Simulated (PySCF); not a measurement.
# Difluorochloroborane (BClF2): geometry, spin-spin couplings

Aim: predict the spin-spin couplings of Difluorochloroborane (BClF2) (`FB(F)Cl`).

Programs: PySCF 2.14.0, with density-fitted response routines of our own. Each step states its level of theory. These are calculated values for one molecule in the gas phase, unless marked as measured. Atoms are numbered from 0 throughout.

## (1) Starting geometry

4 atoms, charge 0, multiplicity 1; geometry from: GFN2-xTB.

Bonds of the start (Å): F0–B1 1.31, B1–F2 1.31, B1–Cl3 1.69.

## (2) Optimising the geometry at PBE0-D3(BJ)/def2-SVP

Job settings and geometry (Å):

```
{"job": {"xc": "PBE0", "basis": "def2-SVP", "d3": "d3bj", "grid": 1, "kind": "geom"}, "charge": 0, "multiplicity": 1}
F     -0.908720    -0.992430    -0.329990
B     -0.063880     0.010550    -0.257130
F     -0.506960     1.164960    -0.699430
Cl     1.500030    -0.173530     0.369210
```

**Question.** This job is followed by: B3LYP/cc-pVTZ indirect spin-spin coupling, non-relativistic, gas phase; B3LYP/6-31G* indirect spin-spin coupling, non-relativistic, gas phase. Predict these results of the whole session: point group; rotational constants (main isotopes); largest coupling of the table (B3LYP/cc-pVTZ); range of J(F0,F2), mean over like pairs.

As calculated:

| quantity | value |
| --- | --- |
| point group | C2v |
| rotational constants (main isotopes) | 10.43, 4.69, 3.24 GHz |
| largest coupling of the table (B3LYP/cc-pVTZ) | ²J(F,F) F0–F2, -188.7 Hz |
| range of J(F0,F2), mean over like pairs | -188.7 to -119.3 Hz |

What this shows: Relaxing lowered the energy by 0.040 eV in 6 steps; the close pair that moved most is B1–Cl3, from 1.695 to 1.742 Å. No frequency check was run at this level, so the end point may be a saddle. In the run at B3LYP/cc-pVTZ, the largest coupling of the table is F0–F2, -188.7 Hz, of which the Fermi-contact term gives 16.8 Hz. Density functionals describe couplings to fluorine poorly, F–F couplings above all, so those rows are rough. The coupling F0–F2, as a mean over pairs of its kind, runs from -188.7 Hz (B3LYP/cc-pVTZ) to -119.3 Hz (B3LYP/6-31G*). Couplings from bases without tight functions are rough.
